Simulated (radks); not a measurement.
# The Coulomb parameter U of the 3d shell of Cr²⁺

Aim: U as the second difference [E(n + 0.25) + E(n − 0.25) − 2E(n)]/0.25², with all orbitals relaxed. Bare: the atom's charge changes with n. Screened: the 4p shell takes up the change. The start is a model configuration, not necessarily the ground state.

The numbers are computed with radks (a radial shooting solver on a logarithmic mesh, Libxc functionals) version 1 (Dirac Kohn-Sham, PBEsol, spin-unpolarised, spherical densities, finite nucleus; open shells are shared between the two j in proportion to 2j + 1), except any that are marked as measured or tabulated.

### 1 What is computed

- element: chromium (Z = 24)
- charge: +2
- electrons: 22
- configuration: [Ar] 3d3 4p1
- nuclear rms radius: 3.6452 fm

Outer shells as boxes (Hund's rule):

Cr²⁺
```
[Ar] core
3d [↑ ][↑ ][↑ ][  ][  ]
4p [↑ ][  ][  ]
```

### 2 Start: [Ar] 3d3 4p1

The run's settings:

```text
Z 24
configuration [Ar] 3d3 4p1
relativity Dirac
functional pbe_sol,pbe_sol
spin unpolarised
j_filling average
nucleus finite rms 3.6452 fm
c 137.035999084
```

### 3 Bare +0.25: [Ar] 3d3.25 4p1

Input: that of step 2 with these lines changed.

```diff
@@ -1,3 +1,3 @@
 Z 24
-configuration [Ar] 3d3 4p1
+configuration [Ar] 3d3.25 4p1
 relativity Dirac
```

### 4 Bare -0.25: [Ar] 3d2.75 4p1

Input: that of step 3 with these lines changed.

```diff
@@ -1,3 +1,3 @@
 Z 24
-configuration [Ar] 3d3.25 4p1
+configuration [Ar] 3d2.75 4p1
 relativity Dirac
```

### 5 Screened +0.25: [Ar] 3d3.25 4p0.75

Input: that of step 4 with these lines changed.

```diff
@@ -1,3 +1,3 @@
 Z 24
-configuration [Ar] 3d2.75 4p1
+configuration [Ar] 3d3.25 4p0.75
 relativity Dirac
```

### 6 Screened -0.25: [Ar] 3d2.75 4p1.25

Input: that of step 5 with these lines changed.

```diff
@@ -1,3 +1,3 @@
 Z 24
-configuration [Ar] 3d3.25 4p0.75
+configuration [Ar] 3d2.75 4p1.25
 relativity Dirac
```

Q: Predict the outcome of this session.

As calculated:

```tsv
quantity	value (eV)
U, bare	16.093
U, screened by 4p	4.816
```

**Reading.** Letting 4p compensate leaves 30 % of the bare value; this second difference measures U(3d,3d) + U(4p,4p) − 2U(3d,4p). A solid screens further than the bare atom, so the bare value is an upper guide for the U of a crystal.
